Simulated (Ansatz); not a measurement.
# C₃H₈AlCl: a ladder of functionals and wavefunction methods

How much do the methods differ for C₃H₈AlCl? The plan is to run it at one geometry with functionals of several rungs and with coupled cluster, and see how far each lands from CCSD(T) at the basis-set limit for the atomisation energy.

Computed with Ansatz 0.2.0, Gaussian basis. Level: functionals in def2-TZVPP, the program's frozen cores in correlated methods.

The runs, in order: LDA (SPW92), PBE-D4, revPBE-D4, BLYP-D4, r2SCAN-D4, B97M-V, PBE0-D4, B3LYP-D4, r2SCANh-D4, r2SCAN0-D4, HSE06-D4, BHLYP-D4, CAM-B3LYP-D4, LC-ωPBE, ωB97X-V, ωB97M-V, B2PLYP, PBE-QIDH; CCSD(T)/def2-SVP; CCSD(T)/def2-TZVPP; MP2/def2-QZVPP; extrapolation to the limit; RPA on PBE.

## 1. The relaxed structure

All runs share one geometry, relaxed beforehand with PBE0-D4 in a triple-zeta def2 set.

SMILES `C[CH](C)[AlH][Cl]`, 13 atoms, charge 0, spin multiplicity 1.

Atoms are counted from 1 here; the program's logs count them from 0.

Bond lengths: C1–C2 1.527 Å, C1–H6 1.092 Å, C1–H7 1.094 Å, C1–H8 1.096 Å, C2–C3 1.530 Å, C2–Al4 1.959 Å, C2–H9 1.102 Å, C3–H10 1.094 Å, C3–H11 1.095 Å, C3–H12 1.096 Å, Al4–Cl5 2.107 Å, Al4–H13 1.582 Å. Angles: C2–C1–H6 112.3°, C2–C1–H7 111.4°, C2–C1–H8 111.1°, H6–C1–H7 107.1°, H6–C1–H8 107.8°, H7–C1–H8 107.0°, C1–C2–C3 111.8°, C1–C2–Al4 114.2°, C1–C2–H9 107.7°, C3–C2–Al4 111.5°, C3–C2–H9 107.4°, Al4–C2–H9 103.7°, C2–C3–H10 112.5°, C2–C3–H11 111.5°, C2–C3–H12 111.1°, H10–C3–H11 107.2°, H10–C3–H12 107.4°, H11–C3–H12 106.8° and more.

## 2. LDA

This LDA is Slater exchange with PW92 correlation.

Input file in.yaml:

```yaml
crystal:
  periodic: [false, false, false]
  atoms:
    - {symbol: C, position_ang: [-1.331453, -0.554317, 0.234672]}
    - {symbol: C, position_ang: [0.038501, 0.101716, 0.388039]}
    - {symbol: C, position_ang: [1.173485, -0.913768, 0.245074]}
    - {symbol: Al, position_ang: [0.319015, 1.657503, -0.768673]}
    - {symbol: Cl, position_ang: [-1.353144, 2.697098, -1.519208]}
    - {symbol: H, position_ang: [-2.148579, 0.158938, 0.363881]}
    - {symbol: H, position_ang: [-1.450660, -1.003736, -0.756039]}
    - {symbol: H, position_ang: [-1.468489, -1.356677, 0.968878]}
    - {symbol: H, position_ang: [0.097542, 0.520014, 1.406336]}
    - {symbol: H, position_ang: [2.160192, -0.460650, 0.377054]}
    - {symbol: H, position_ang: [1.164003, -1.389515, -0.740975]}
    - {symbol: H, position_ang: [1.080297, -1.716899, 0.985050]}
    - {symbol: H, position_ang: [1.739889, 2.225592, -1.169188]}
basis:
  gaussian: {orbitals: def2-TZVPP}
hamiltonian: {xc: lda}
output: {orbitals: {seedname: orbitals}}
```

After this run come: PBE-D4 (GGA); revPBE-D4 (GGA); BLYP-D4 (GGA); r2SCAN-D4 (meta-GGA); B97M-V (meta-GGA); PBE0-D4 (hybrid); B3LYP-D4 (hybrid); r2SCANh-D4 (hybrid); r2SCAN0-D4 (hybrid); HSE06-D4 (hybrid); BHLYP-D4 (hybrid); CAM-B3LYP-D4 (range-separated); LC-ωPBE-D4 (range-separated); ωB97X-V (range-separated); ωB97M-V (range-separated); B2PLYP (double hybrid); PBE-QIDH (double hybrid); CCSD(T) in def2-SVP; CCSD(T) in def2-TZVPP; MP2 in def2-QZVPP; RPA on PBE orbitals.

Before running them: what should the planned runs give, taken together? Wanted: atomisation energy, CCSD(T)/CBS; farthest beyond LDA; mean size of error, GGA; mean size of error, meta-GGA; mean size of error, hybrid; mean size of error, range-separated; mean size of error, double hybrid; gap, smallest and largest; T1 diagnostic.

As calculated:

```
                               quantity                                                                                                  value
        atomisation energy, CCSD(T)/CBS                                                                                          4758.3 kJ/mol
 functionals within 23.8 kJ/mol (0.5 %)  r2SCAN-D4, PBE0-D4, B3LYP-D4, r2SCANh-D4, HSE06-D4, CAM-B3LYP-D4, LC-ωPBE, ωB97X-V, ωB97M-V, PBE-QIDH
                    farthest beyond LDA                                                                                BHLYP-D4 (-96.3 kJ/mol)
                mean size of error, GGA                                                                                            48.2 kJ/mol
           mean size of error, meta-GGA                                                                                            20.7 kJ/mol
             mean size of error, hybrid                                                                                            26.6 kJ/mol
    mean size of error, range-separated                                                                                            10.7 kJ/mol
      mean size of error, double hybrid                                                                                            34.0 kJ/mol
              gap, smallest and largest                                                              4.09 eV (LDA (SPW92)), 10.97 eV (LC-ωPBE)
                          T1 diagnostic                                                                                                 0.0090
triples share of the correlation energy                                                                                                  3.8 %
```

In words: LDA overbinds by 575.3 kJ/mol (12 %). PBE-D4 is off by +47.6 kJ/mol. Double hybrids carry the basis error of their MP2 part in triple zeta, and no dispersion term here, so their miss is partly the set-up's. The rungs range-separated, meta-GGA miss on average by less than the doubt on the reference (23.8 kJ/mol), so they tie. Misses under about 23.8 kJ/mol are within the doubt on the reference itself, which lacks core-valence correlation, relativity and higher excitations. Hartree-Fock recovers 76 % of the binding; the rest is correlation. CCSD(T) in def2-SVP is off by -198.4 kJ/mol, more than most functionals: a good method in a small basis is no reference. Orbital gaps span 4.1 to 11.0 eV; exact exchange widens them.
